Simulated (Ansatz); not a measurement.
# Sn2Ir: the cost of one run

Program: Ansatz 0.2.0. Level of theory: DFT LDA, scalar-relativistic, plane waves, PAW. These are calculated values, not measurements.

3 further runs of the same task are left out: 3 set aside as unsound or not needed. Runs told in other sessions of the task aren't counted.

## (1) The structure to begin with

Symmetry: Fm-3m, No. 225, cubic system. Conventional cell: a = 6.306 Å, b = 6.306 Å, c = 6.306 Å, α = 90.00°, β = 90.00°, γ = 90.00°. Around Sn (site symmetry -43m) lie 4 Ir at 2.73 Å. Around Ir (site symmetry m-3m) lie 8 Sn at 2.73 Å.

Structure file:

```cif
data_structure
_symmetry_space_group_name_H-M 'Fm-3m'
_symmetry_Int_Tables_number 225
_cell_length_a 6.3059
_cell_length_b 6.3059
_cell_length_c 6.3059
_cell_angle_alpha 90.000
_cell_angle_beta 90.000
_cell_angle_gamma 90.000
_cell_volume 250.74
loop_
_atom_site_label
_atom_site_type_symbol
_atom_site_symmetry_multiplicity
_atom_site_Wyckoff_symbol
_atom_site_fract_x
_atom_site_fract_y
_atom_site_fract_z
_atom_site_occupancy
Sn1 Sn 8 c 0.25000 0.75000 0.75000 1
Ir1 Ir 4 a 0.00000 0.00000 0.00000 1
```

This cell was relaxed beforehand with the same method: volume 20.90 Å³/atom, gap on the mesh none (metal).

## (2) The cell at 0.98 of its volume

File input.yaml:

```yaml
crystal:
  lattice:
    - [0.0, 3.1317655241, 3.1317655241]
    - [3.1317655241, 0.0, 3.1317655241]
    - [3.1317655241, 3.1317655241, 0.0]
  atoms:
    - { symbol: Sn, position: [0.25, 0.25, 0.25] }
    - { symbol: Sn, position: [0.75, 0.75, 0.75] }
    - { symbol: Ir, position: [0.0, 0.0, 0.0] }
basis:
  ecutwfc: 420
kpoints:
  mp_grid: { grid: [12, 12, 12] }
hamiltonian:
  xc: lda
scf:
  occupations: { method: fermi_dirac, width: 0.15 }
output:
  forces: true
  stress: true
  eigenvalues: true
```

The run is started by

```console
ansatz run input.yaml --threads 1 --pin off --max-ram 3072MiB --backend cpu --events-out ev --progress --plain --runs-dir out
```

What time and memory should one allow on 1 thread of Arm Neoverse V1, shared host?

About 6.6 s, with a peak of 0.38 GiB.
